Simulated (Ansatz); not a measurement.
Geometry optimisation, DFT PBE, scalar-relativistic, plane waves, PAW in Ansatz 0.2.0.

input.yaml

```yaml
crystal:
  lattice:
    - [0.0, 5.43, 5.43]
    - [5.43, 0.0, 5.43]
    - [5.43, 5.43, 0.0]
  atoms:
    - { symbol: Si, position: [0.0, 0.0, 0.0] }
    - { symbol: Si, position: [0.125, 0.125, 0.125] }
    - { symbol: Si, position: [0.0, 0.0, 0.5] }
    - { symbol: Si, position: [0.125, 0.125, 0.625] }
    - { symbol: Si, position: [0.0, 0.5, 0.0] }
    - { symbol: Si, position: [0.125, 0.625, 0.125] }
    - { symbol: Si, position: [0.0, 0.5, 0.5] }
    - { symbol: Si, position: [0.125, 0.625, 0.625] }
    - { symbol: Si, position: [0.5, 0.0, 0.0] }
    - { symbol: Si, position: [0.625, 0.125, 0.125] }
    - { symbol: Si, position: [0.5, 0.0, 0.5] }
    - { symbol: Si, position: [0.625, 0.125, 0.625] }
    - { symbol: Si, position: [0.5, 0.5, 0.0] }
    - { symbol: Si, position: [0.625, 0.625, 0.125] }
    - { symbol: Si, position: [0.5, 0.5, 0.5] }
    - { symbol: Si, position: [0.625, 0.625, 0.625] }
    - { symbol: C, position: [0.24685294, 0.24749874, 1.26526103], spin: 1.0 }
magnetization:
  spin_polarized: true
basis:
  ecutwfc: 420.0
kpoints:
  mp_grid: { grid: [2, 2, 2] }
hamiltonian:
  xc: pbe
scf:
  occupations: { method: gaussian, width: 0.02 }
  lower_state_search: "off"
relax:
  f_tol: 0.03
  max_steps: 60
  adjacent_minimum: "off"
```

Run as:

```bash
$ ansatz run input.yaml --threads 2 --pin off --max-ram 5120MiB --backend cpu --events-out ev --progress --plain --runs-dir out
```

Question: Where does it end, and by what steps?

Answer: It converged. Limits of this set-up: coarse k mesh, a small cell, in which the defect meets its images, a typed lattice constant that wasn't relaxed here. After 17 steps the energy has fallen by 1.580 eV; C17 moved furthest, 1.52 Å. Joined: Si7–C17 (2.65 → 1.77 Å).

```csv
step,energy less start (eV),largest force component (eV/Å),accepted
0,0.0000,0.543,yes
1,-0.1198,0.381,yes
2,-0.2297,0.156,yes
3,-0.2470,0.151,yes
4,-0.2709,0.230,yes
5,-0.3104,0.267,yes
6,-0.3691,0.375,yes
7,-0.5013,1.179,yes
8,-0.7654,0.821,yes
9,-0.9864,1.209,yes
10,-1.2942,0.529,yes
11,-1.4476,0.389,yes
12,-1.5448,0.420,yes
13,-1.5673,0.148,yes
14,-1.5761,0.094,yes
15,-1.5783,0.056,yes
16,-1.5780,0.189,no
17,-1.5799,0.017,yes
```

```xyz
17
Lattice="0.0000 5.4300 5.4300 5.4300 0.0000 5.4300 5.4300 5.4300 0.0000" Properties=species:S:1:pos:R:3
Si -0.303 -0.023 -0.031
Si 1.154 1.283 1.277
Si 2.628 2.576 -0.018
Si 3.812 3.910 1.452
Si 2.630 -0.009 2.572
Si 3.813 1.464 3.903
Si 6.032 2.862 2.839
Si 7.007 4.306 4.301
Si -0.114 2.681 2.679
Si 1.134 4.088 4.086
Si 2.533 5.372 2.712
Si 3.965 6.715 3.988
Si 2.532 2.716 5.372
Si 3.965 3.991 6.716
Si 5.286 5.435 5.434
Si 6.738 6.745 6.745
C 9.700 8.399 2.959
```

Whether the end is a true minimum wasn't checked by a vibrational analysis.

Time of the run: 120 s on 2 threads of Intel(R) Xeon(R) Platinum 8488C (Sapphire Rapids), with other jobs on the host, peak memory 0.81 GiB.
